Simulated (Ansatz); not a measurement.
# LaNi2AsN (Cmcm): the equilibrium volume, part 2 of 2

Aim: the volume at which the pressure of LaNi2AsN (Cmcm) vanishes.

Ansatz 0.2.0; DFT PBEsol, scalar-relativistic, plane waves, PAW.

### 3 Full relaxation

Input file input.yaml:

```yaml
crystal:
  lattice:
    - [1.85607538, -5.70813187, 0.0]
    - [1.85607538, 5.70813187, 0.0]
    - [0.0, 0.0, 6.9384095]
  atoms:
    - { symbol: As, position: [0.26819962, 0.73180038, 0.25] }
    - { symbol: As, position: [0.73180038, 0.26819962, 0.75] }
    - { symbol: La, position: [0.53821056, 0.46178944, 0.25] }
    - { symbol: La, position: [0.46178944, 0.53821056, 0.75] }
    - { symbol: "N", position: [0.0, 0.0, 0.5] }
    - { symbol: "N", position: [0.0, 0.0, 0.0] }
    - { symbol: Ni, position: [0.83106732, 0.16893268, 0.446874] }
    - { symbol: Ni, position: [0.16893268, 0.83106732, 0.553126] }
    - { symbol: Ni, position: [0.83106732, 0.16893268, 0.053126] }
    - { symbol: Ni, position: [0.16893268, 0.83106732, 0.946874] }
basis:
  ecutwfc: 420
kpoints:
  mp_grid: { grid: [10, 10, 6] }
hamiltonian:
  xc: pbesol
scf:
  occupations: { method: gaussian, width: 0.05 }
output:
  forces: true
  stress: true
  eigenvalues: true
  write_density: true
  write_potential: true
  elf: true
  volumetric_format: npy
relax:
  adjacent_minimum: "off"
  f_tol: 0.005
  max_steps: 80
  cell: { stress_tol: 0.05 }
```

Started as:

```sh
> ansatz run input.yaml --threads 8 --pin off --max-ram 14336MiB --backend cpu --events-out ev --progress --plain --runs-dir out
```

The log of the run:

```text
Warning: RAYON_NUM_THREADS=8 ignored (pool sized by the plan → 8); use --threads N
Engine: ansatz 0.2.0, aarch64-unknown-linux-gnu
Pseudopotentials: kind: paw
Pseudopotential: As, paw, valence charge 15, recommended cutoff 420 eV (normal), As.paw.azcp
Pseudopotential: La, paw, valence charge 11, recommended cutoff 420 eV (normal), La.paw.azcp
Pseudopotential: N, paw, valence charge 5, recommended cutoff 420 eV (normal), N.paw.azcp
Pseudopotential: Ni, paw, valence charge 18, recommended cutoff 420 eV (normal), Ni.paw.azcp
Functional definition: PBEsol
  exchange = pbesol_x
  correlation = pbesol_c
Crystal: 10 atoms, lattice volume = 147.021 Å³
Basis set: ecut = 420 eV, 2871 PW (Γ), exchange–correlation on 90×90×96 points (8 copies of the dense FFT grid, shifted against one another)
Bands: 81, of which v1, the nominal top of the filled ones, is band 67 counted from 1 (66 counted from 0)
Symmetry: 8 space group operations
Space group: Cmcm (ITA 63), of the structure as read, at distance tolerance 5.3e-5 Å
k-points: 124 of 600
Non-local potential: As, projectors of the file, l = 0: 2, l = 1: 2, l = 2: 3, l = 3: 1
Non-local potential: La, projectors of the file, l = 0: 3, l = 1: 2, l = 2: 2, l = 3: 3
Non-local potential: N, projectors of the file, l = 0: 2, l = 1: 2, l = 2: 1
Non-local potential: Ni, projectors of the file, l = 0: 3, l = 1: 2, l = 2: 3, l = 3: 1
PAW form: soft (Blöchl's): semilocal exchange-correlation on the pseudo side does not see the compensation charge
PAW frozen core: As, regenerated for the run's functional, and the local potential with it (the file was generated under x = pbe(κ = 0.804, μ = 0.2195149727645171), c = pbe(β = 0.06672455060314922))
PAW frozen core: La, regenerated for the run's functional, and the local potential with it (the file was generated under x = pbe(κ = 0.804, μ = 0.2195149727645171), c = pbe(β = 0.06672455060314922))
PAW frozen core: N, regenerated for the run's functional, and the local potential with it (the file was generated under x = pbe(κ = 0.804, μ = 0.2195149727645171), c = pbe(β = 0.06672455060314922))
PAW frozen core: Ni, regenerated for the run's functional, and the local potential with it (the file was generated under x = pbe(κ = 0.804, μ = 0.2195149727645171), c = pbe(β = 0.06672455060314922))
PAW one-centre angular grid: As, 590 points (default); XC on 64 Gauss nodes
PAW one-centre angular grid: La, 590 points (default); XC on 64 Gauss nodes
PAW one-centre angular grid: N, 110 points (default); XC on 64 Gauss nodes
PAW one-centre angular grid: Ni, 590 points (default); XC on 64 Gauss nodes
Initial density: superposition of atomic densities (neutral atoms: chi_scale 0, normalization atom), corrected by the library's trained network
Initial wavefunctions: pseudopotential atomic-orbital guess
Functional: x = pbesol(κ = 0.804, μ = 0.12345679012345678), c = pbesol(β = 0.046)
SCF iter   1: F=—  HF=-45933.656555 eV  |F-HF|=—  |Δ(HF+E_count)|=         —  Δρ=1.60e-2  dr2=2.35e-1  ethr=1.77e-3  ⟨swp⟩=6.3  Hψ=37516  notcnv=0  defer=40
preconditioner: auto → Kerker (q_TF=auto, 2.686 Å⁻¹)  [metal: Δε(μ)=0.004 eV  Ē_g=8.070 eV  σ=0.050 eV  W_gap=0.05  n_scr=52 (ndim 8)  ℏωp=27.0 eV  f_vac=0.000  D(μ)=8.04/eV (n_scr^D=70)]
SCF iter   2: F=—  HF=-45933.613174 eV  |F-HF|=—  |Δ(HF+E_count)|=   4.34e-2  Δρ=3.54e-3  dr2=1.20e-2  ethr=1.75e-4  ⟨swp⟩=2.0  Hψ=20618  notcnv=0  defer=1052
SCF iter   3: F=—  HF=-45933.610405 eV  |F-HF|=—  |Δ(HF+E_count)|=   2.77e-3  Δρ=1.29e-3  dr2=2.12e-3  ethr=8.94e-6  ⟨swp⟩=2.0  Hψ=15333  notcnv=0  defer=1052
SCF iter   4: F=—  HF=-45933.610018 eV  |F-HF|=—  |Δ(HF+E_count)|=   3.87e-4  Δρ=3.65e-4  dr2=1.88e-4  ethr=1.58e-6  ⟨swp⟩=2.0  Hψ=15418  notcnv=0  defer=1052
SCF iter   5: F=—  HF=-45933.610010 eV  |F-HF|=—  |Δ(HF+E_count)|=   7.80e-6  Δρ=1.21e-4  dr2=2.42e-5  ethr=1.40e-7  ⟨swp⟩=2.1  Hψ=14757  notcnv=0  defer=1052
SCF iter   6: F=—  HF=-45933.610098 eV  |F-HF|=—  |Δ(HF+E_count)|=   8.79e-5  Δρ=5.22e-5  dr2=4.35e-6  ethr=1.80e-8  ⟨swp⟩=2.0  Hψ=16166  notcnv=0  defer=1052
SCF iter   7: F=—  HF=-45933.610096 eV  |F-HF|=—  |Δ(HF+E_count)|=   2.03e-6  Δρ=2.55e-5  dr2=1.36e-6  ethr=3.25e-9  ⟨swp⟩=2.0  Hψ=14003  notcnv=0  defer=1052
SCF iter   8: F=-45933.610095 eV  HF=-45933.610096 eV  |F-HF|=4.06e-8  |Δ(HF+E_count)|=   2.16e-7  Δρ=4.98e-6  dr2=5.17e-8  ethr=7.46e-11  ⟨swp⟩=15.0  Hψ=81614  notcnv=0
SCF 1 converged in 8 iterations: F = -45933.610095 eV  dr2 = 5.17e-8
relax step   1: F+E_penalty+E_count = -45933.61009547 eV  Δ(F+E_penalty+E_count) = +0.000e0 eV  max|allowed force component| = 1.947e-1 eV/Å  Δτ_max = 0.0000 Å  P = -5.254 GPa  Ω = 147.021 Å³  (8 SCF iters, dr2 threshold 1.00e-7 eV, accepted)
Crystal: 10 atoms, lattice volume = 141.772 Å³
Basis set: ecut = 420 eV, 2751 PW (Γ), exchange–correlation on 90×90×96 points (8 copies of the dense FFT grid, shifted against one another)
Initial density: handed on by an earlier stage of this run
Initial wavefunctions: those handed on with the density
iter 1 solved again at ethr=9.60e-5 eV; its pass at ethr=3.10e-3 eV (dr2=1.29e-1 eV) is discarded
SCF iter   1: F=—  HF=-45933.713735 eV  |F-HF|=—  |Δ(HF+E_count)|=         —  Δρ=8.67e-3  dr2=1.32e-1  ethr=9.60e-5  ⟨swp⟩=3.0  Hψ=52116  notcnv=0  defer=18
preconditioner: auto → Kerker (q_TF=auto, 2.703 Å⁻¹)  [metal: Δε(μ)=0.006 eV  Ē_g=8.282 eV  σ=0.050 eV  W_gap=0.06  n_scr=52 (ndim 8)  ℏωp=27.5 eV  f_vac=0.000  D(μ)=6.86/eV (n_scr^D=62)]
SCF iter   2: F=—  HF=-45933.701404 eV  |F-HF|=—  |Δ(HF+E_count)|=   1.23e-2  Δρ=2.87e-3  dr2=2.82e-2  ethr=9.60e-5  ⟨swp⟩=2.8  Hψ=12523  notcnv=0  defer=14
SCF iter   3: F=—  HF=-45933.697929 eV  |F-HF|=—  |Δ(HF+E_count)|=   3.47e-3  Δρ=8.20e-4  dr2=3.76e-3  ethr=2.11e-5  ⟨swp⟩=2.6  Hψ=15352  notcnv=0  defer=3
SCF iter   4: F=—  HF=-45933.697310 eV  |F-HF|=—  |Δ(HF+E_count)|=   6.19e-4  Δρ=5.46e-4  dr2=7.01e-4  ethr=2.81e-6  ⟨swp⟩=2.0  Hψ=17499  notcnv=0  defer=2
SCF iter   5: F=—  HF=-45933.697236 eV  |F-HF|=—  |Δ(HF+E_count)|=   7.34e-5  Δρ=1.63e-4  dr2=6.44e-5  ethr=5.23e-7  ⟨swp⟩=2.0  Hψ=16965  notcnv=0  defer=2
SCF iter   6: F=—  HF=-45933.697224 eV  |F-HF|=—  |Δ(HF+E_count)|=   1.21e-5  Δρ=5.02e-5  dr2=5.09e-6  ethr=4.81e-8  ⟨swp⟩=2.0  Hψ=14120  notcnv=0  defer=2
SCF iter   7: F=—  HF=-45933.697224 eV  |F-HF|=—  |Δ(HF+E_count)|=   2.09e-7  Δρ=3.39e-5  dr2=1.68e-6  ethr=7.46e-10  ⟨swp⟩=19.6  Hψ=119077  notcnv=0
SCF iter   8: F=-45933.697223 eV  HF=-45933.697223 eV  |F-HF|=1.39e-7  |Δ(HF+E_count)|=   6.53e-7  Δρ=8.23e-6  dr2=1.23e-7  ethr=7.46e-10  ⟨swp⟩=11.1  Hψ=88649  notcnv=0
SCF 2 converged in 8 iterations: F = -45933.697223 eV  dr2 = 1.23e-7
relax step   2: F+E_penalty+E_count = -45933.69722305 eV  Δ(F+E_penalty+E_count) = -8.713e-2 eV  max|allowed force component| = 1.123e-1 eV/Å  Δτ_max = 0.0143 Å  P = +0.238 GPa  Ω = 141.772 Å³  energy of the carried Pulay correction = +5.064e-3 eV  (8 SCF iters, dr2 threshold 1.00e-6 eV, accepted)
Crystal: 10 atoms, lattice volume = 141.913 Å³
Basis set: ecut = 420 eV, 2763 PW (Γ), exchange–correlation on 90×90×96 points (8 copies of the dense FFT grid, shifted against one another)
iter 1 solved again at ethr=1.54e-5 eV; its pass at ethr=3.10e-3 eV (dr2=2.06e-2 eV) is discarded
SCF iter   1: F=—  HF=-45933.708582 eV  |F-HF|=—  |Δ(HF+E_count)|=         —  Δρ=2.54e-3  dr2=2.03e-2  ethr=1.54e-5  ⟨swp⟩=2.4  Hψ=50141  notcnv=0  defer=7
preconditioner: auto → Kerker (q_TF=auto, 2.702 Å⁻¹)  [metal: Δε(μ)=0.003 eV  Ē_g=8.311 eV  σ=0.050 eV  W_gap=0.04  n_scr=52 (ndim 8)  ℏωp=27.5 eV  f_vac=0.000  D(μ)=7.58/eV (n_scr^D=70)]
SCF iter   2: F=—  HF=-45933.706266 eV  |F-HF|=—  |Δ(HF+E_count)|=   2.32e-3  Δρ=1.26e-3  dr2=7.61e-3  ethr=1.51e-5  ⟨swp⟩=1.3  Hψ=10085  notcnv=0  defer=8
SCF iter   3: F=—  HF=-45933.704887 eV  |F-HF|=—  |Δ(HF+E_count)|=   1.38e-3  Δρ=3.33e-4  dr2=6.81e-4  ethr=5.68e-6  ⟨swp⟩=2.1  Hψ=15036  notcnv=0  defer=1
SCF iter   4: F=—  HF=-45933.704811 eV  |F-HF|=—  |Δ(HF+E_count)|=   7.58e-5  Δρ=2.16e-4  dr2=8.57e-5  ethr=5.08e-7  ⟨swp⟩=2.0  Hψ=16213  notcnv=0  defer=1
SCF iter   5: F=—  HF=-45933.704798 eV  |F-HF|=—  |Δ(HF+E_count)|=   1.27e-5  Δρ=1.12e-4  dr2=1.32e-5  ethr=6.39e-8  ⟨swp⟩=2.1  Hψ=17243  notcnv=0  defer=1
SCF iter   6: F=—  HF=-45933.704796 eV  |F-HF|=—  |Δ(HF+E_count)|=   2.13e-6  Δρ=3.33e-5  dr2=1.31e-6  ethr=9.82e-9  ⟨swp⟩=2.7  Hψ=18647  notcnv=0  defer=1
SCF iter   7: F=-45933.704796 eV  HF=-45933.704796 eV  |F-HF|=3.62e-8  |Δ(HF+E_count)|=   1.78e-7  Δρ=7.47e-6  dr2=8.34e-8  ethr=7.46e-10  ⟨swp⟩=18.6  Hψ=110990  notcnv=0
SCF 3 converged in 7 iterations: F = -45933.704796 eV  dr2 = 8.34e-8
  Residual-converged pass: ⟨swp⟩=1.0  Hψ=10542  notcnv=0  max |occ|·‖R‖ = 7.1e-9 eV (tolerance 1.0e-8 eV)  dr2=8.34e-8  dr2_onsite=1.57e-8  max |Δocc| = 3.1e-11
relax step   3: F+E_penalty+E_count = -45933.70479565 eV  Δ(F+E_penalty+E_count) = -7.573e-3 eV  max|allowed force component| = 1.098e-1 eV/Å  Δτ_max = 0.0212 Å  P = -0.085 GPa  Ω = 141.913 Å³  energy of the carried Pulay correction = +4.926e-3 eV  (7 SCF iters, dr2 threshold 1.00e-6 eV, accepted)
[... 10 lines left out ...]
relax step   4: F+E_penalty+E_count = -45933.70882418 eV  Δ(F+E_penalty+E_count) = -4.029e-3 eV  max|allowed force component| = 2.106e-2 eV/Å  Δτ_max = 0.0099 Å  P = +0.022 GPa  Ω = 141.945 Å³  energy of the carried Pulay correction = +4.894e-3 eV  (6 SCF iters, dr2 threshold 9.82e-7 eV, accepted)
[... 10 lines left out ...]
relax step   5: F+E_penalty+E_count = -45933.70886109 eV  Δ(F+E_penalty+E_count) = -3.691e-5 eV  max|allowed force component| = 7.922e-3 eV/Å  Δτ_max = 0.0020 Å  P = -0.000 GPa  Ω = 141.973 Å³  energy of the carried Pulay correction = +4.866e-3 eV  (6 SCF iters, dr2 threshold 2.77e-8 eV, accepted)
[... 10 lines left out ...]
relax step   6: F+E_penalty+E_count = -45933.70888027 eV  Δ(F+E_penalty+E_count) = -1.918e-5 eV  max|allowed force component| = 6.601e-4 eV/Å  Δτ_max = 0.0009 Å  P = -0.001 GPa  Ω = 141.971 Å³  energy of the carried Pulay correction = +4.869e-3 eV  (6 SCF iters, dr2 threshold 3.92e-9 eV, accepted)
Basis set: ecut = 420 eV, 2763 PW (Γ), exchange–correlation on 80×80×96 points (8 copies of the dense FFT grid, shifted against one another)
Initial wavefunctions: pseudopotential atomic-orbital guess (no wavefunctions were taken with the density)
iter 1 solved again at ethr=5.10e-7 eV; its pass at ethr=3.10e-3 eV (dr2=6.83e-4 eV) is discarded
SCF iter   1: F=—  HF=-45933.704526 eV  |F-HF|=—  |Δ(HF+E_count)|=         —  Δρ=1.00e-4  dr2=2.64e-6  ethr=5.10e-7  ⟨swp⟩=4.0  Hψ=65611  notcnv=0
SCF iter   2: F=—  HF=-45933.704609 eV  |F-HF|=—  |Δ(HF+E_count)|=   8.33e-5  Δρ=5.31e-5  dr2=8.41e-7  ethr=1.97e-9  ⟨swp⟩=2.4  Hψ=18460  notcnv=0
SCF iter   3: F=—  HF=-45933.704610 eV  |F-HF|=—  |Δ(HF+E_count)|=   6.29e-7  Δρ=1.37e-5  dr2=5.33e-8  ethr=6.28e-10  ⟨swp⟩=2.0  Hψ=16596  notcnv=0
SCF iter   4: F=—  HF=-45933.704610 eV  |F-HF|=—  |Δ(HF+E_count)|=   3.80e-8  Δρ=2.82e-6  dr2=4.55e-9  ethr=3.98e-11  ⟨swp⟩=2.0  Hψ=18242  notcnv=0
SCF iter   5: F=—  HF=-45933.704610 eV  |F-HF|=—  |Δ(HF+E_count)|=   1.32e-9  Δρ=1.45e-6  dr2=1.74e-9  ethr=3.40e-12  ⟨swp⟩=2.0  Hψ=18344  notcnv=0
SCF iter   6: F=-45933.704610 eV  HF=-45933.704610 eV  |F-HF|=4.37e-11  |Δ(HF+E_count)|=  1.75e-10  Δρ=2.45e-7  dr2=3.66e-11  ethr=1.00e-12  ⟨swp⟩=7.0  Hψ=55903  notcnv=0
SCF 7 converged in 6 iterations: F = -45933.704610 eV  dr2 = 3.66e-11
relax step   7: F+E_penalty+E_count = -45933.70460987 eV  Δ(F+E_penalty+E_count) = +4.270e-3 eV  max|allowed force component| = 6.044e-4 eV/Å  Δτ_max = 0.0000 Å  P = -0.035 GPa  Ω = 141.971 Å³  stress off target by 4.42e-2 GPa  SCF on the basis re-selected at this cell (its energy is not comparable with the rows above)  (6 SCF iters)
basis re-selected at this cell: Δ(F+E_penalty+E_count) = +4.270e-3 eV, ΔP = -0.033 GPa vs the last step (what re-selecting the basis moved, of the pressure what is left beyond the Pulay correction that the steps carried, after the strain that the cell walked since its last selection, with what the two solves' SCF thresholds leave and, on support functions, any second-order correction that the steps lacked; it is no measure of the basis error at this ecutwfc). The dense FFT grid was sized anew with the basis: this SCF ran on 40×40×48 points, the steps before it on 45×45×48, so part of this shift can come from that change (see relax.cell in the input reference). This SCF's stress stands 4.42e-2 GPa from its target on what of the cell is left free (relax.cell.stress_tol is 5.00e-2 GPa) and its largest allowed force component is 6.04e-4 eV/Å (relax.f_tol is 5.00e-3 eV/Å): within both
SCF converged after 6 iterations
Free energy (F): -45933.704610 eV
Harris-Foulkes:  -45933.704610 eV  (|F-HF|=4.37e-11)
Internal energy: -45933.694710 eV  (E = F + TS)
E sigma→0 (E₀):  -45933.699660 eV
Entropy (-TS):   -0.009900 eV (-0.990 meV/atom)
Fermi energy:    15.615754 eV
--- Per-component energies (eV) ---
  E_band       = -1548.173466
  E_kinetic    = 1995.262871
  E_local      = -22243.636736  (includes V_loc(G=0)·N_el)
  E_nonlocal   = 1511.530155
  E_hartree    = 10030.997682
  E_xc         = -896.491861
  E_vxc        = -1049.837700  (∫ρ·V_xc dr)
  E_paw        = -20881.818562  (= ΣΔE_a)
  E_vpaw       = -1823.489278  (= ΣTr[D̂ρ^β])
  E_aug_tail   = 0.002083  (compensation charges beyond the density's cutoff)
  E_ewald      = -15452.657571
  E_core_change = 3.117229  (= ΣΔE_core)
  E_smearing   = -0.009900  (= −TS)
  E_closure    = 0.000000  (closes the sum)
  Σ components = -45933.704610   (vs F -45933.704610, Δ=0.00e0)
--- Forces (eV/Å), atoms counted from 1 ---
  atom   1  As     0.00000000    -0.00060436     0.00000000
  atom   2  As     0.00000000     0.00060436     0.00000000
  atom   3  La     0.00000000    -0.00009979     0.00000000
  atom   4  La     0.00000000     0.00009979     0.00000000
  atom   5  N      0.00000000     0.00000000     0.00000000
  atom   6  N      0.00000000     0.00000000     0.00000000
  atom   7  Ni     0.00000000     0.00052255    -0.00033406
  atom   8  Ni     0.00000000    -0.00052255     0.00033406
  atom   9  Ni     0.00000000     0.00052255     0.00033406
  atom  10  Ni     0.00000000    -0.00052255    -0.00033406
  max |Σ_I F_I| component: 1.08e-19 eV/Å
--- Stress (GPa, compression-positive) ---
       -0.033888       0.000000       0.000000
        0.000000      -0.025637       0.000000
        0.000000       0.000000      -0.044215
  P = ⅓ Tr σ = -0.0346 GPa (-0.346 kbar)
--- Band table (eV; the first three rows and the last of 124) ---
  k-point 0: bands = ["-87.4568", "-87.4549", "-87.4530", "-87.4512", "-48.1186", "-48.1173", "-48.0956", "-48.0934", "-47.9807", "-47.9778", "-47.9694", "-47.9672", "-47.9629", "-47.9606", "-47.9494", "-47.9472", "-20.3092", "-20.3082", "-20.3069", "-20.3067", "-20.3045", "-20.3045", "-20.3040", "-20.3035", "-20.3029", "-20.3026", "-15.9366", "-15.7799", "-1.5961", "-0.0718", "-0.0642", "0.5516", "0.6632", "0.8477", "1.6843", "3.0681", "3.7352", "3.8385", "9.1759", "10.4364", "10.5292", "10.9329", "11.3260", "11.3892", "11.4036", "11.4357", "11.9416", "12.1361", "12.8909", "12.9428", "12.9825", "13.0286", "13.0952", "13.2232", "13.3420", "13.4248", "13.6921", "13.7650", "13.8561", "13.9947", "14.5341", "14.5744", "14.6568", "14.9905", "15.0502", "15.2879", "15.3079", "16.2640", "17.2832", "17.4916", "17.9289", "18.0855", "18.4825", "18.5973", "18.6269", "18.6523", "19.0243", "19.0465", "19.1067", "19.1536", "19.1880"]
  k-point 1: bands = ["-87.4567", "-87.4552", "-87.4528", "-87.4513", "-48.1185", "-48.1174", "-48.0955", "-48.0936", "-47.9805", "-47.9781", "-47.9693", "-47.9673", "-47.9627", "-47.9608", "-47.9493", "-47.9473", "-20.3091", "-20.3083", "-20.3069", "-20.3067", "-20.3045", "-20.3044", "-20.3040", "-20.3036", "-20.3029", "-20.3027", "-15.9264", "-15.7907", "-1.5103", "-0.1606", "-0.0443", "0.4594", "0.5703", "0.8266", "1.9545", "3.1076", "3.6186", "3.7831", "9.3279", "10.4914", "10.5248", "11.0013", "11.2041", "11.4184", "11.4854", "11.5066", "11.9136", "12.1183", "12.7709", "12.7897", "12.9127", "12.9518", "13.0136", "13.0806", "13.4871", "13.6508", "13.6994", "13.7864", "13.8477", "13.9636", "14.5099", "14.6116", "14.6835", "14.9997", "15.2048", "15.2119", "15.2430", "16.3588", "17.1134", "17.1623", "17.5316", "18.3071", "18.3966", "18.7029", "18.8420", "18.8568", "19.0373", "19.0477", "19.1315", "19.1693", "19.1956"]
  k-point 2: bands = ["-87.4565", "-87.4556", "-87.4524", "-87.4515", "-48.1182", "-48.1176", "-48.0951", "-48.0940", "-47.9800", "-47.9786", "-47.9689", "-47.9678", "-47.9622", "-47.9611", "-47.9488", "-47.9477", "-20.3089", "-20.3084", "-20.3068", "-20.3067", "-20.3044", "-20.3042", "-20.3042", "-20.3038", "-20.3028", "-20.3027", "-15.8983", "-15.8200", "-1.2640", "-0.4698", "0.0119", "0.2249", "0.6223", "0.7701", "2.4395", "3.2251", "3.3255", "3.6193", "9.7219", "10.4800", "10.5932", "10.9017", "11.2219", "11.5000", "11.6517", "11.7201", "11.8989", "11.9358", "12.4282", "12.5175", "12.7412", "12.8761", "12.9964", "13.0444", "13.6105", "13.7280", "13.8195", "13.8509", "13.8799", "13.8868", "14.4571", "14.6000", "14.7136", "15.0214", "15.0429", "15.1492", "15.6216", "16.3203", "16.7576", "16.8677", "17.3953", "18.2717", "18.4175", "18.6819", "18.9677", "19.0169", "19.1476", "19.1604", "19.1838", "19.2057", "19.2085"]
  k-point 123: bands = ["-87.4561", "-87.4561", "-87.4519", "-87.4519", "-48.1179", "-48.1179", "-48.0946", "-48.0946", "-47.9792", "-47.9792", "-47.9684", "-47.9684", "-47.9618", "-47.9618", "-47.9482", "-47.9482", "-20.3087", "-20.3087", "-20.3066", "-20.3066", "-20.3042", "-20.3042", "-20.3040", "-20.3040", "-20.3028", "-20.3028", "-15.8588", "-15.8588", "-0.9364", "-0.9364", "-0.1070", "-0.1070", "0.6905", "0.6905", "3.0399", "3.0399", "3.9522", "3.9522", "9.5840", "9.5840", "10.5497", "10.5497", "11.3156", "11.3156", "11.5442", "11.5442", "12.2753", "12.2753", "12.3108", "12.3108", "12.9009", "12.9009", "13.3833", "13.3833", "13.5061", "13.5061", "13.9019", "13.9019", "14.0156", "14.0156", "14.2483", "14.2483", "14.7045", "14.7045", "15.0295", "15.0295", "16.0672", "16.0672", "16.7267", "16.7267", "17.6690", "17.6690", "18.6344", "18.6344", "18.9809", "18.9809", "19.0580", "19.0580", "19.1516", "19.1516", "19.3304"]
--- Relaxed structure (6 steps of the walk, 6 accepted, 1 SCFs on fresh bases) ---
  F+E_penalty+E_count = -45933.70460987 eV   max|allowed force component| = 6.044e-4 eV/Å   (the final SCF, on the basis selected at the relaxed cell)
  cell:  # Å, volume = 141.9708 Å³
    - [1.8390707508256061, -5.610883065430486, 0.0]
    - [1.8390707508256061, 5.610883065430486, 0.0]
    - [0.0, 0.0, 6.8792243836336455]
  atoms:
    - { symbol: As, position: [0.2682755061986546, 0.7317244938013454, 0.25] }
    - { symbol: As, position: [0.7317244938013454, 0.2682755061986546, 0.75] }
    - { symbol: La, position: [0.5389454796037472, 0.4610545203962528, 0.25] }
    - { symbol: La, position: [0.4610545203962528, 0.5389454796037472, 0.75] }
    - { symbol: N, position: [2.8490989622639124e-20, -2.8490989622639124e-20, 0.5] }
    - { symbol: N, position: [2.8490989622639124e-20, -2.8490989622639124e-20, -6.0551102070025e-21] }
    - { symbol: Ni, position: [0.8319995318684648, 0.1680004681315353, 0.44666336510295773] }
    - { symbol: Ni, position: [0.1680004681315353, 0.8319995318684648, 0.5533366348970423] }
    - { symbol: Ni, position: [0.8319995318684648, 0.1680004681315353, 0.05333663489704235] }
    - { symbol: Ni, position: [0.1680004681315353, 0.8319995318684648, 0.9466633651029575] }
```

It took 1.9 min on 8 threads of Arm Neoverse V2, shared host; peak memory 1.6 GiB.

Step by step:

```csv
step,energy from step 1 (meV/atom),largest force component (eV/Å),pressure (GPa),volume (Å³/atom)
1,0.0,0.195,-5.25,14.702
2,-8.7,0.112,0.24,14.177
3,-9.5,0.110,-0.08,14.191
4,-9.9,0.021,0.02,14.195
5,-9.9,0.008,0.00,14.197
6,-9.9,0.001,0.00,14.197
7,-9.5,0.001,-0.03,14.197
```

Step 1 is the start. Step 7 repeats the geometry before it on a plane-wave basis chosen anew for the final cell, which shifts the energy by +0.4 meV/atom.

Result: volume 14.197 Å³/atom, pressure -0.03 GPa, a metal on this mesh.

### 4 The cell, before and after

The cell before and after:

| cell as typed | before | after | change |
| --- | --- | --- | --- |
| a (Å) | 6.002 | 5.905 | -1.6 % |
| b (Å) | 6.002 | 5.905 | -1.6 % |
| c (Å) | 6.938 | 6.879 | -0.9 % |
| γ (°) | 143.97 | 143.70 | -0.27° |
| volume (Å³/atom) | 14.702 | 14.197 | -3.4 % |
| shortest distance (Å) | 1.963 | 1.921 | -2.2 % |
| space group | Cmcm | Cmcm | same |

### 5 Outcome

This closing draws on all 2 parts. Changes of volume or cell count from the first structure of part 1.

| quantity | value |
| --- | --- |
| volume | 14.197 Å³/atom |
| pressure | -0.03 GPa |
| conventional cell | a = 3.678 Å, b = 11.222 Å, c = 6.879 Å, α = 90.00°, β = 90.00°, γ = 90.00° |
| gap on the mesh | none (metal) |

Over the 2 runs shown the cell moved from 14.70 to 14.20 Å³/atom, a change of -3.4 %, where the pressure is zero within 0.03 GPa. Spin polarisation wasn't allowed in this run.
